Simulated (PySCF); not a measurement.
# Neon: the same states on changed settings

The task here is to estimate one member of a computed series from the others.

The numbers are computed with PySCF 2.14.0 (unrestricted determinants in a Gaussian basis, no spin-orbit coupling in the energies), except any that are marked as measured or tabulated.

## Starting point

* Element: neon (Z = 10)
* Basis: pcseg-2 (4s3p2d1f, 30 functions)
* Hamiltonian: the non-relativistic Hamiltonian (point nucleus)
* State 1: Ne+: [He] 2s2 2p5, 2P determinant
* State 2: Ne(2+): [He] 2s2 2p4, high-spin 3P determinant
* Methods: UHF, r2SCAN, TPSS, MP2, CCSD(T)
* Core shells frozen in the correlated runs: valence: 1s2 (for Ne+)

Outer shells as boxes (Hund's rule):

Ne+ [He] 2s2 2p5
```
[He] core
2s [↑↓]
2p [↑↓][↑↓][↑ ]
```

Ne2+ [He] 2s2 2p4
```
[He] core
2s [↑↓]
2p [↑↓][↑ ][↑ ]
```

The sound run (pcseg-2, no relativity, point nucleus, symmetry-adapted start, fine grid, valence correlation) gave:

| species | method | energy (hartree) |
| --- | --- | --- |
| Ne+ | UHF | -127.81101 |
| Ne+ | r2SCAN | -128.13403 |
| Ne+ | TPSS | -128.18029 |
| Ne+ | MP2 (valence) | -127.98998 |
| Ne+ | CCSD(T) (valence) | -128.00436 |
| Ne(2+) | UHF | -126.36567 |
| Ne(2+) | r2SCAN | -126.62036 |
| Ne(2+) | TPSS | -126.67356 |
| Ne(2+) | MP2 (valence) | -126.49274 |
| Ne(2+) | CCSD(T) (valence) | -126.50846 |

One driver process ran all states and methods and kept the integrals in memory. Each run is shown as a PySCF script that sums up its settings (the driver passes frozen orbitals as a list and adds second-order terms of double hybrids); the logs are those of the runs themselves.

Set-up of the first run:

The driver's launch:

```sh
$ OMP_NUM_THREADS=1 python atomrun2.py TASK.json OUT
```

The input, input.py:

```python
from pyscf import gto, scf, dft, mp, cc
import basis_set_exchange as bse
mol = gto.M(atom="Ne 0 0 0", charge=1, spin=1, symmetry="D2h",
            basis=gto.basis.parse(bse.get_basis("pcseg-2", elements=["Ne"], fmt="nwchem", header=False)))
mf = scf.UHF(mol)
mf.irrep_nelec = {'Ag': (2, 2), 'B1u': (1, 1), 'B2u': (1, 1), 'B3u': (1, 0)}
mf.init_guess = "atom"
mf.max_cycle = 50
mf.kernel()
```

Steps of the session up to this table: Changed run, Ne+: the ladder of methods; Changed run, Ne(2+), method by method.

One table of the session follows, with a row left open; its other results are not shown here.

Ionisation energy of Ne+:

```
 method  sound run (eV)
    UHF          39.330
 r2SCAN          41.189
   TPSS          41.000
    MP2          40.742
SCS-MP2          40.722
   CCSD               ?
CCSD(T)          40.706
```

Estimate the missing values for CCSD.

The run gave: sound run (eV): 40.682. In the column «sound run (eV)» it lies between UHF (39.330) and CCSD(T) (40.706).
